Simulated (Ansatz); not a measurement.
Run this with Ansatz 0.2.0 through its Python package and show what comes out.

The script reads `bclh5psi.xyz`:
```text
9

Si   -1.23820   -0.11050    0.66030
P     0.38490   -1.25710   -0.30180
B     1.62320    0.22310   -0.26800
Cl    1.99690    1.15900   -1.81170
H    -0.90020    0.12560    2.07170
H    -2.49160   -0.87470    0.57620
H    -1.40680    1.17870   -0.02720
H    -0.08230   -0.99980   -1.65310
H     2.11400    0.55560    0.75360
```

`md_bclh5psi.py`
```python
'''A short Born-Oppenheimer trajectory of BClH5PSi.'''

import ansatz as az
import numpy as np


def main() -> None:
    molecule = az.Crystal.molecule_from_extxyz('bclh5psi.xyz')

    setup = (
        molecule.calculation()
        .basis(gaussian='6-31G*')
        .functional('blyp', dispersion='d4')
        .md('nve', timestep=0.25, steps=30, temperature=500, initial_velocities='maxwell_boltzmann', seed=39)
    )
    frames = []
    setup.session().plan().execute(on_event=lambda e: frames.append(e['data']) if e['event'] == 'md_step' else None)
    print('t (fs)   E_pot (eV)      E_kin (eV)   T (K)   d(0-1) (A)')
    for f in frames[::2]:
        xyz = np.array(f['positions_ang'])
        print(f'{f["time_fs"]:6.2f} {f["lagrangian_ev"]:14.5f} {f["e_kin_ev"]:10.5f} {f["temperature_k"]:8.1f} {np.linalg.norm(xyz[0] - xyz[1]):9.4f}')
    kept = np.array([f['conserved_ev'] for f in frames])
    print(f'conserved energy moves by at most {1000 * np.ptp(kept):.3f} meV')


if __name__ == '__main__':
    main()
```

```console
$ python md_bclh5psi.py
t (fs)   E_pot (eV)      E_kin (eV)   T (K)   d(0-1) (A)
  0.00   -30445.44958    0.45241    500.0    2.2079
  0.50   -30445.44180    0.44464    491.4    2.2126
  1.00   -30445.43068    0.43355    479.2    2.2174
  1.50   -30445.41771    0.42061    464.9    2.2224
  2.00   -30445.40460    0.40752    450.4    2.2274
  2.50   -30445.39291    0.39585    437.5    2.2326
  3.00   -30445.38368    0.38662    427.3    2.2379
  3.50   -30445.37722    0.38016    420.1    2.2432
  4.00   -30445.37310    0.37602    415.6    2.2486
  4.50   -30445.37037    0.37327    412.5    2.2542
  5.00   -30445.36785    0.37073    409.7    2.2598
  5.50   -30445.36443    0.36730    405.9    2.2655
  6.00   -30445.35934    0.36221    400.3    2.2712
  6.50   -30445.35223    0.35510    392.5    2.2771
  7.00   -30445.34318    0.34606    382.5    2.2830
  7.50   -30445.33264    0.33553    370.8    2.2891
conserved energy moves by at most 0.112 meV
```

Notes:
- Total energies depend on the basis set; only differences at equal settings carry meaning.
- The trajectory is only some femtoseconds long, so its temperature is not equilibrated; where the script doesn't relax first, it starts from a rough generated geometry.
- The temperature counts the internal degrees of freedom alone.
- It ran for 86 s on 1 thread of Arm Neoverse V2, on a shared host, peak memory 0.19 GiB.

(Lines on the test bed's own set-up are left out of the output.)
